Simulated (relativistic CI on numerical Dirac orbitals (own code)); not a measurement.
**Dy⁺: 5p photoemission multiplets**

Wanted: the shape of the 5p photoemission spectrum of Dy⁺ in 2 surroundings, from the same atomic integrals.

Method: Dirac-Coulomb-Breit CI, KLI orbitals optimised for each configuration, model QED (radiative potential, 1s self-energy scaled to tabulated hydrogen-like ionisation energies), valence Slater integrals scaled by 0.9, multiplet model of photoemission in the sudden approximation. Code: relativistic CI on numerical Dirac orbitals (own code) version 1.

## Step 1: The system

| Item | Value |
| --- | --- |
| ion | Dy⁺ (Dy II) |
| nuclear charge | 66 |
| electrons | 65 |
| configurations | [Xe] 4f11 → [Kr] 4d10 4f11 5s2 5p5 |
| temperature | 300 K |
| widths | Lorentz 0.84 eV, Gauss 0.5 eV |
| surrounding 1 | free ion |
| surrounding 2 | C2v, B20 = 0, B22 = 10, B40 = 20, B42 = -30, B44 = -120, B60 = 50, B62 = 20, B64 = -80, B66 = 10 cm⁻¹ |

## Step 2: Surrounding 1: free ion

Settings of the run:

```ini
atom Dy  Z=66  charge=1  electrons=65
nucleus A=164  rms_radius_fm=5.2218
hamiltonian dirac-coulomb  breit=on  qed=on  c_scale=1
orbitals kli  potential=per-configuration
slater_scale 0.9
correlation none
mixing on
configurations
  [Xe] 4f11
  [Kr] 4d10 4f11 5s2 5p5
end
photoemission 5p T=300 lorentz=0.84 gauss=0.5
crystal_field free
```

## Step 3: Surrounding 2: C2v, B20 = 0, B22 = 10, B40 = 20, B42 = -30, B44 = -120, B60 = 50, B62 = 20, B64 = -80, B66 = 10

Settings: those of step 2 with these lines changed.

```diff
@@ -12,2 +12,2 @@
 photoemission 5p T=300 lorentz=0.84 gauss=0.5
-crystal_field free
+crystal_field C2v B20=0 B22=10 B40=20 B42=-30 B44=-120 B60=50 B62=20 B64=-80 B66=10
```

(Steps that only read results are left out.)

**Question.** What will these runs give? Wanted: highest peak, first run; ground spin.

As calculated:

| surrounding | ground S | centroid (eV) | spread (eV) | up to four highest peaks (% of the highest), eV |
| --- | --- | --- | --- | --- |
| 1: free | 1.48 | 30.59 | 2.53 | 28.4 (100), 29.0 (100), 31.1 (25), 34.1 (66) |
| 2: C2v | 1.48 | 30.59 | 2.53 | 28.4 (100), 29.0 (100), 31.1 (25), 34.1 (66) |

| quantity | value |
| --- | --- |
| highest peak, first run | 28.4 eV |
| ground spin (effective S from ⟨S²⟩) | 1.48 |

**Reading.** The highest peak stays in place, within the step of the energy grid, in all surroundings. Energies are those of the free ion without screening by ligands; binding energies in solids differ by tens of eV.
